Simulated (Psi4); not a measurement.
# InF (SMILES [F][In]): B3LYP/def2-TZVPP (core potential)

Aim: the energy change on altering one bond length of InF at B3LYP/def2-TZVPP (core potential), from 2 runs. 

The calculation is run with Psi4 1.11.

## Step 1: Starting point

InF has 2 atoms, charge 0, and is taken as a singlet. As SMILES, `[F][In]`. The coordinates come from a PBE0-D4/def2-TZVP relaxation.

Bond lengths: F1–In2 1.994 Å.

## Step 2: A single-point energy at B3LYP/def2-TZVPP (core potential)

The input, fin.json:

```json
{
  "schema_name": "qcschema_input",
  "schema_version": 1,
  "molecule": {
    "schema_name": "qcschema_molecule",
    "schema_version": 2,
    "symbols": ["F", "In"],
    "geometry": [0.0, 0.0, 0.03006554, 0.0, 0.0, 3.79755583],
    "molecular_charge": 0,
    "molecular_multiplicity": 1,
    "fix_symmetry": "c1"
  },
  "driver": "energy",
  "model": {
    "method": "b3lyp",
    "basis": "def2-TZVPP"
  },
  "keywords": {
    "reference": "rks",
    "puream": true,
    "e_convergence": 1e-09,
    "d_convergence": 1e-08,
    "scf_type": "pk",
    "dft_radial_points": 99,
    "dft_spherical_points": 590,
    "scf_properties": ["DIPOLE", "WIBERG_LOWDIN_INDICES", "MULLIKEN_CHARGES"]
  }
}
```

Started as:

```sh
$ psi4 --qcschema fin.json -n 1 --memory 1600MB
```

stdout:

```text
Psi4 1.11 release

   => Loading Basis Set <=

    Name: DEF2-TZVPP
    Role: ORBITAL
    Keyword: BASIS

    !!!  WARNING: ECP capability is in beta. Please check occupations closely.  !!!

         ---------------------------------------------------------
                                   SCF
                              RKS Reference
                        1 Threads,   1525 MiB Core
         ---------------------------------------------------------

  ==> Geometry <==

    Molecular point group: c1
    Full point group: C_inf_v

    Geometry (in Bohr), charge = 0, multiplicity = 1:

       Center              X                  Y                   Z               Mass
    ------------   -----------------  -----------------  -----------------  -----------------
         F            0.000000000000     0.000000000000    -3.232948993132    18.998403162730
         IN           0.000000000000     0.000000000000     0.534541296868   114.903878776000

  Running in c1 symmetry.

  Rotational constants: A = ************  B =      0.26015  C =      0.26015 [cm^-1]
  Rotational constants: A = ************  B =   7799.14222  C =   7799.14222 [MHz]
  Nuclear repulsion =   50.166021794843168

  Charge       = 0
  Multiplicity = 1
  Electrons    = 30
  Nalpha       = 15
  Nbeta        = 15

  ==> Algorithm <==

  SCF Algorithm Type is PK.
  DIIS enabled.
  MOM disabled.
  Fractional occupation disabled.
  Guess Type is SAD.
  Energy threshold   = 1.00e-09
  Density threshold  = 1.00e-08
  Integral threshold = 1.00e-12

  ==> Primary Basis <==

  Basis Set: DEF2-TZVPP
    Blend: DEF2-TZVPP
    Number of shells: 27
    Number of basis functions: 81
    Number of Cartesian functions: 95
    Spherical Harmonics?: true
    Max angular momentum: 3

  Core potential: DEF2-TZVPP
    Number of shells: 4
    Number of ECP primitives: 18
    Number of ECP core electrons: 28
    Max angular momentum: 3

  ==> DFT Potential <==

   => LibXC <=

    Version 7.1.2

   => Composite Functional: B3LYP <=

    B3LYP Hyb-GGA Exchange-Correlation Functional

    Deriv               =              1
    GGA                 =           TRUE
    Meta                =          FALSE

    Exchange Hybrid     =           TRUE
    MP2 Hybrid          =          FALSE

   => Exchange Functionals <=

    0.0800   Slater exchange
    0.7200         Becke 88

   => Exact (HF) Exchange <=

    0.2000               HF

   => Correlation Functionals <=

    0.1900   Vosko, Wilk & Nusair (VWN5_RPA)
    0.8100   Lee, Yang & Parr

   => LibXC Density Thresholds  <==

    XC_HYB_GGA_XC_B3LYP:  1.00E-15

   => Molecular Quadrature <=

    Radial Scheme          =       TREUTLER
    Pruning Scheme         =           NONE
    Nuclear Scheme         =       TREUTLER

    Blocking Scheme        =         OCTREE
    BS radius alpha        =              1
    Pruning alpha          =              1
    Radial Points          =             99
    Spherical Points       =            590
    Total Points           =         111878
    Total Blocks           =            930
    Max Points             =            256
    Max Functions          =             80
    Weights Tolerance      =       1.00E-15

  ==> Integral Setup <==

  Using in-core PK algorithm.
   Calculation information:
      Number of atoms:                   2
      Number of AO shells:              27
      Number of primitives:             49
      Number of atomic orbitals:        95
      Number of basis functions:        81

      Integral cutoff                 1.00e-12
      Number of threads:                 1

  Performing in-core PK
  Using 11032362 doubles for integral storage.
  We computed 67962 shell quartets total.
  Whereas there are 71631 unique shell quartets.

  ==> DiskJK: Disk-Based J/K Matrices <==

    J tasked:                  Yes
    K tasked:                  Yes
    wK tasked:                  No
    Memory [MiB]:              923
    Schwarz Cutoff:          1E-12

  Cached 100.0% of DFT collocation blocks in 0.215 [GiB].

  Minimum eigenvalue in the overlap matrix is 2.8737479442E-03.
  Reciprocal condition number of the overlap matrix is 7.3238571416E-04.
    Using symmetric orthogonalization.

  ==> Pre-Iterations <==

  SCF Guess: Superposition of Atomic Densities via on-the-fly atomic UHF (no occupation information).

   -------------------------
    Irrep   Nso     Nmo
   -------------------------
     A         81      81
   -------------------------
    Total      81      81
   -------------------------

  ==> Iterations <==

                        Total Energy        Delta E     RMS |[F,P]|

   @RKS iter SAD:  -288.99138440577377   -2.88991e+02   0.00000e+00
   @RKS iter   1:  -289.95214769232348   -9.60763e-01   9.44148e-03 ADIIS/DIIS
   @RKS iter   2:  -287.84474993219783    2.10740e+00   3.02225e-02 ADIIS/DIIS
   @RKS iter   3:  -290.12381398433496   -2.27906e+00   4.26172e-03 ADIIS/DIIS
   @RKS iter   4:  -290.15490460933603   -3.10906e-02   1.54241e-03 ADIIS/DIIS
   @RKS iter   5:  -290.15904487361792   -4.14026e-03   3.20267e-04 ADIIS/DIIS
   @RKS iter   6:  -290.15929222815157   -2.47355e-04   8.66768e-05 DIIS
   @RKS iter   7:  -290.15930757485125   -1.53467e-05   9.47739e-06 DIIS
   @RKS iter   8:  -290.15930776497476   -1.90124e-07   9.56636e-07 DIIS
   @RKS iter   9:  -290.15930776660264   -1.62788e-09   1.54478e-07 DIIS
   @RKS iter  10:  -290.15930776664578   -4.31442e-11   4.23459e-08 DIIS
   @RKS iter  11:  -290.15930776664879   -3.01270e-12   1.65112e-08 DIIS
   @RKS iter  12:  -290.15930776664987   -1.08002e-12   6.08469e-10 DIIS
  Energy and wave function converged.

  ==> Post-Iterations <==

   Electrons on quadrature grid:
      Ntotal   =   30.0000013116 ; deviation = 1.312e-06

    Orbital Energies [Eh]
    ---------------------

    Doubly Occupied:

       1A    -24.582148     2A     -4.668941     3A     -3.072974
       4A     -3.072974     5A     -3.064031     6A     -1.069367
       7A     -0.761582     8A     -0.761582     9A     -0.754347
      10A     -0.754347    11A     -0.749642    12A     -0.398757
      13A     -0.337121    14A     -0.337121    15A     -0.272932

    Virtual:

      16A     -0.067519    17A     -0.067519    18A     -0.006280
      19A      0.079951    20A      0.079951    21A      0.108067
      22A      0.154902    23A      0.160299    24A      0.160299
      25A      0.193884    26A      0.193884    27A      0.224836
      28A      0.513038    29A      0.513038    30A      0.520981
      31A      0.603641    32A      0.664538    33A      0.664538
      34A      0.692394    35A      0.692394    36A      0.697846
      37A      0.697846    38A      0.812360    39A      0.812360
      40A      0.897566    41A      0.956149    42A      0.956149
      43A      0.956505    44A      0.956505    45A      0.981224
      46A      1.158628    47A      2.017996    48A      2.017997
      49A      2.131363    50A      2.147720    51A      2.147720
      52A      2.155518    53A      2.155518    54A      2.204303
      55A      2.204303    56A      2.335407    57A      2.335407
      58A      2.496801    59A      2.829323    60A      3.285551
      61A      3.285551    62A      3.501257    63A      3.954978
      64A      6.945281    65A      6.945287    66A      6.949723
      67A      6.949723    68A      6.954749    69A      6.954749
      70A      6.968236    71A      8.339570    72A      8.339630
      73A      8.459973    74A      8.459973    75A      8.710839
      76A     37.564411    77A     38.725462    78A     38.725462
      79A     38.933611    80A     56.757512    81A    123.892467

    Final Occupation by Irrep:
              A
    DOCC [    15 ]
    NA   [    15 ]
    NB   [    15 ]

  @RKS Final Energy:  -290.15930776664987

   => Energetics <=

    Nuclear Repulsion Energy =             50.1660217948431679
    One-Electron Energy =                -575.6429413557224279
    Two-Electron Energy =                 257.4359678701357552
    DFT Exchange-Correlation Energy =     -22.1183560759063269
    Empirical Dispersion Energy =           0.0000000000000000
    VV10 Nonlocal Energy =                  0.0000000000000000
    Total Energy =                       -290.1593077666498743

Computation Completed

Properties will be evaluated at   0.000000,   0.000000,   0.000000 [a0]

Properties computed using the SCF density matrix

 Multipole Moments:

 ------------------------------------------------------------------------------------
     Multipole            Electronic (a.u.)      Nuclear  (a.u.)        Total (a.u.)
 ------------------------------------------------------------------------------------

 L = 1.  Multiply by 2.5417464519 to convert [e a0] to [Debye]
 Dipole X            :          0.0000000            0.0000000            0.0000000
 Dipole Y            :         -0.0000000            0.0000000           -0.0000000
 Dipole Z            :         19.1511027          -17.8711737            1.2799290
 Magnitude           :                                                    1.2799290

 ------------------------------------------------------------------------------------
  Mulliken Charges: (a.u.)
   Center  Symbol    Alpha    Beta     Spin     Total
       1     F     4.76392  4.76392  0.00000 -0.52783
       2    IN    10.23608 10.23608  0.00000  0.52783

   Total alpha = 15.00000, Total beta = 15.00000, Total charge =  0.00000

  Wiberg Bond Indices using Orthogonal Lowdin Orbitals:

  Irrep: 1 Size: 2 x 2

                 1                   2

    1     0.00000000000000     1.40367638411492
    2     1.40367638411492     0.00000000000000

  Atomic Valences:

 #  #
 Irrep: 1
      1:    1.403676384114924
      2:    1.403676384114924

	total time  =          7 seconds =       0.12 minutes

    Psi4 run time: 0:00:07.05
```

The result, in JSON:

```text
{
 "driver": "energy",
 "model": {
  "method": "b3lyp",
  "basis": "def2-TZVPP"
 },
 "success": true,
 "return_result": -290.1593077666499,
 "properties": {
  "calcinfo_nbasis": 81,
  "calcinfo_nmo": 81,
  "calcinfo_nalpha": 15,
  "calcinfo_nbeta": 15,
  "calcinfo_natom": 2,
  "nuclear_repulsion_energy": 50.16602179484317,
  "return_energy": -290.1593077666499,
  "scf_one_electron_energy": -575.6429413557224,
  "scf_two_electron_energy": 257.43596787013576,
  "scf_xc_energy": -22.118356075906327,
  "scf_dipole_moment": [2.8015287300207365e-10, -1.4912173144729559e-10, 1.279928981449654],
  "scf_total_energy": -290.1593077666499,
  "scf_iterations": 12
 }
}
```

It took 8.7 s on 1 thread of Intel Xeon Platinum 8259CL at 2.50GHz (Skylake/Cascade Lake), shared host; peak memory 0.52 GiB.

[end of part 1 of 2]
